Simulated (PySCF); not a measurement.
# CoF3 (CoF3): the cost of one run

Programs: PySCF 2.14.0, with routines of our own; each step states its level. All values are computed. Atoms count from 0.

## 1. The system as given

4 atoms, charge 0, states of the metal's open shell are computed; geometry from: model geometry, bond lengths from ionic radii.

## 2. Ligand-field states: state-averaged CASSCF

What the job is given:

```
{"job": {"kind": "lf", "basis": {"metal": "x2c-TZVPall", "ligand": "x2c-SVPall"}, "nevpt": true}, "charge": 0, "metal": "Co", "open_shell": "d6"}
Co     0.000000     0.000000     0.000000
F      1.730000     0.000000     0.000000
F     -0.865000     1.498224     0.000000
F     -0.865000    -1.498224     0.000000
```

Level: state-averaged CASSCF of the metal d shell, SC-NEVPT2 on the averaged canonical orbitals, state-interaction spin-orbit coupling.

Command:

```sh
OMP_NUM_THREADS=1 python lf_run.py task.json out
```

This one command runs all jobs of the session in turn.

Q: Estimate the wall time and peak memory of this first job on 1 thread of Arm Neoverse V1, shared host.

About 8 s, with a peak of 0.25 GiB.
